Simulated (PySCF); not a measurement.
# Yb(OH)3: how tightly the ligands are held

Aim: take one ligand of each kind off Yb(OH)3, with both parts rigid, and scan its distance from the metal. The species was built from a template and needn't be a known compound.

Method: r2SCAN, Yb lcecp-1-SVP with ECP59, O def2-SVP, H def2-SVP; scalar-relativistic core potentials, no spin–orbit coupling; program: PySCF 2.14.0.

2 further runs of the same task are left out: 1 for a known fault of the program, 1 set aside as unsound or not needed.

### 1 The starting structure

7 atoms, charge 0, spin multiplicity 1.

Bond lengths: Yb1–O2 2.008 Å, Yb1–O4 2.008 Å, Yb1–O6 2.008 Å, O2–H3 0.957 Å, O4–H5 0.957 Å, O6–H7 0.957 Å. Angles: O2–Yb1–O4 120.0°, O2–Yb1–O6 120.0°, O4–Yb1–O6 120.0°, Yb1–O2–H3 179.8°, Yb1–O4–H5 179.8°, Yb1–O6–H7 179.8°.

Geometry (Å):

```
Yb    0.0000    0.0000    0.1272
O     2.0084    0.0000    0.1428
H     2.9657    0.0000    0.1538
O    -1.0042    1.7393    0.1428
H    -1.4829    2.5684    0.1538
O    -1.0042   -1.7393    0.1428
H    -1.4828   -2.5684    0.1538
```

Formal oxidation states: Yb +3. Each metal's 13 4f electrons lie in its core potential, so multiplicities, spins and levels count the valence alone. An earlier session relaxed this geometry at r2SCAN, Yb lcecp-1-SVP with ECP59, O def2-SVP, H def2-SVP (singlet, point group C3v).

### 2 OH taken off

The ligand (atoms 2, 3) keeps its formal charge and a closed shell where it can; ligand and rest are solved at the complex's geometry, in vacuum, with the settings of the relaxation.

| part | charge | state | energy (Eh) |
| --- | --- | --- | --- |
| complex | 0 | singlet | -266.808131 |
| ligand | -1 | singlet | -75.621004 |
| rest | 1 | singlet | -190.762108 |

Run time: 1 s. Hardware: 2 threads of AMD EPYC 9R45 (Zen 5), shared host.

### 3 Rigid scan of OH

Atoms 2, 3 move together along the line from atom 1; the distance is to the donor, the donors' midpoint or the ring centre. Each point starts from the density of the one before.

| distance (Å) | energy from the relaxed point (eV) |
| --- | --- |
| 1.71 | 1.538 |
| 1.81 | 0.581 |
| 1.91 | 0.123 |
| 2.01 | 0.000 |
| 2.11 | 0.094 |
| 2.21 | 0.328 |
| 2.41 | 1.010 |
| 2.71 | 2.181 |
| 3.11 | 3.594 |
| 3.61 | 4.830 |

It took 43 s on 2 threads of AMD EPYC 9R45 (Zen 5), shared host.

### 4 What came out

| quantity | value |
| --- | --- |
| taking off OH | 11.57 eV |
| stiffness of the OH contact | 21.7 eV/Å² |

In words: Taking off OH as a fragment of charge -1 costs 11.57 eV, much of it the attraction of the two charges. Near 2.01 Å the OH contact has a stiffness of about 21.7 eV/Å², and the energy stands 4.83 eV higher at 3.61 Å. The free anion is solved without diffuse functions, no counterpoise correction is made, and the parts aren't relaxed; each of these makes the binding look larger. These are double-zeta-type bases without diffuse functions. Spin–orbit coupling is left out.
